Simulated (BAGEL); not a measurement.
# AlH2Br (SMILES [AlH2][Br]), step by step, part 2 of 2

BAGEL 1.2.2. Earlier steps stand in the parts before.

**3. The vertical excitations at CIS/aug-cc-pVDZ (density fitting with cc-pvdz-jkfit) (run 2)**

Contents of input.json:

```json
{ "bagel": [

{
  "title": "molecule",
  "basis": "aug-cc-pvdz.json",
  "df_basis": "cc-pvdz-jkfit",
  "angstrom": false,
  "geometry": [
    { "atom": "Al", "xyz": [ -0.27907286, -0.15096455, -0.38300213 ] },
    { "atom": "Br", "xyz": [  3.22313389,  0.90938912,  1.94676184 ] },
    { "atom": "H", "xyz": [ -2.06564829,  2.06020966, -1.24329806 ] },
    { "atom": "H", "xyz": [ -0.69136953, -3.02912515, -0.98110234 ] }
  ]
},
{
  "title": "hf"
},
{
  "title": "cis",
  "nstate": 4
}

]}
```

The basis set aug-cc-pVDZ is read from a file made from the Basis Set Exchange's data (not shown).

Started as:

```bash
$ BAGEL_NUM_THREADS=1 BAGEL input.json > input.out
```

Output:

```text
* using 1 threads per process

  ===============================================================
  ===============================================================

  *** Geometry ***

  { "atom" : "Al", "xyz" : [     -0.279073,     -0.150965,     -0.383002 ] },
  { "atom" : "Br", "xyz" : [      3.223134,      0.909389,      1.946762 ] },
  { "atom" : "H", "xyz" : [     -2.065648,      2.060210,     -1.243298 ] },
  { "atom" : "H", "xyz" : [     -0.691370,     -3.029125,     -0.981102 ] },

  Number of auxiliary basis functions:      329

  Since a DF basis is specified, we compute 2- and 3-index integrals:
    o Being stored without compression. Storage requirement is 0.017 GB

  Number of basis functions:       81
  Number of electrons      :       50

    * METHOD: MOLECULE                             0.10

  *** RHF ***

  === Nuclear Repulsion ===
   124.9810387142

      * DIIS with orbital gradients will be used.

  === RHF iteration (aug-cc-pvdz.json) ===
      0      -2814.81041586          0.00709296           0.04
      1      -2814.84934273          0.00265706           0.04
      2      -2814.85327666          0.00075528           0.04
      3      -2814.85366399          0.00012104           0.04
      4      -2814.85366984          0.00002867           0.04
      5      -2814.85367044          0.00000858           0.04
      6      -2814.85367050          0.00000153           0.04
      7      -2814.85367050          0.00000023           0.04
      8      -2814.85367050          0.00000004           0.04
      9      -2814.85367050          0.00000001           0.04
     10      -2814.85367050          0.00000000           0.04
    * SCF iteration converged.

    * Permanent dipole moment:
           (    0.552789,     0.166935,     0.369106) a.u.

    * METHOD: HF                                   0.56

  === CIS iteration ===

        0     0     0.28033795     0.00167147      0.04
        0     1     0.31027881     0.00171880      0.00
        0     2     0.34597321     0.00092091      0.00
        0     3     0.34852787     0.00076972      0.00

        1     0     0.23586347     0.00068194      0.04
        1     1     0.27829094     0.00144252      0.00
        1     2     0.31506705     0.00110013      0.00
        1     3     0.33868351     0.00063729      0.00

        2     0     0.23207488     0.00039462      0.04
        2     1     0.27448370     0.00046165      0.00
        2     2     0.29310973     0.00095411      0.00
        2     3     0.33674121     0.00039105      0.00

        3     0     0.23084729     0.00027227      0.04
        3     1     0.27397549     0.00021440      0.00
        3     2     0.28436503     0.00058788      0.00
        3     3     0.29242438     0.00208645      0.00

        4     0     0.23057499     0.00011144      0.04
        4     1     0.27393601     0.00005320      0.00
        4     2     0.27730882     0.00078356      0.00
        4     3     0.28304304     0.00028530      0.00

        5     0     0.23055479     0.00001827      0.04
        5     1     0.27393258     0.00001634      0.00
        5     2     0.27597414     0.00016848      0.00
        5     3     0.28268551     0.00017311      0.00

        6     0     0.23055422     0.00000400      0.04
        6     1     0.27393226     0.00000580      0.00
        6     2     0.27590637     0.00005109      0.00
        6     3     0.28260206     0.00005984      0.00

        7     0     0.23055420     0.00000070      0.04
        7     1     0.27393223     0.00000172      0.00
        7     2     0.27590212     0.00001036      0.00
        7     3     0.28259336     0.00001933      0.00

        8 *   0     0.23055420     0.00000017      0.03
        8     1     0.27393222     0.00000094      0.00
        8     2     0.27590189     0.00000278      0.00
        8     3     0.28259282     0.00000671      0.00

        9 *   0     0.23055420     0.00000011      0.02
        9 *   1     0.27393222     0.00000094      0.00
        9     2     0.27590188     0.00000087      0.00
        9     3     0.28259273     0.00000356      0.00

       10 *   0     0.23055420     0.00000011      0.01
       10 *   1     0.27393222     0.00000094      0.00
       10 *   2     0.27590188     0.00000087      0.00
       10     3     0.28259271     0.00000217      0.00

       11 *   0     0.23055420     0.00000011      0.02
       11 *   1     0.27393222     0.00000094      0.00
       11 *   2     0.27590188     0.00000086      0.00
       11     3     0.28259270     0.00000088      0.00

    * CIS converged

    * Permanent dipole moment: Transition 0 -> 0
           (    0.000252,    -0.000610,    -0.000100) a.u.

    * Permanent dipole moment: Transition 0 -> 1
           (   -0.305026,    -0.093096,    -0.204551) a.u.

    * Permanent dipole moment: Transition 0 -> 2
           (   -0.000291,     0.001891,    -0.000468) a.u.

    * Permanent dipole moment: Transition 0 -> 3
           (    0.113459,    -0.418295,     0.021870) a.u.

    * METHOD: CIS                                  0.50

  ===============================================================
```

It took 1.4 s on 1 thread of Intel Xeon Platinum 8488C (Sapphire Rapids), shared host; peak memory 0.095 GiB.

**4. Results**

The summary covers parts 1 to 2.

| quantity | value |
| --- | --- |
| run 1, HF/aug-cc-pVDZ | no result (a known fault or a wrong state: its values are left out) |
| run 2, CIS/aug-cc-pVDZ | no result (a known fault or a wrong state: its values are left out) |

What this shows: 2 of the 2 runs ended normally but are set aside, since settings or state are in doubt.
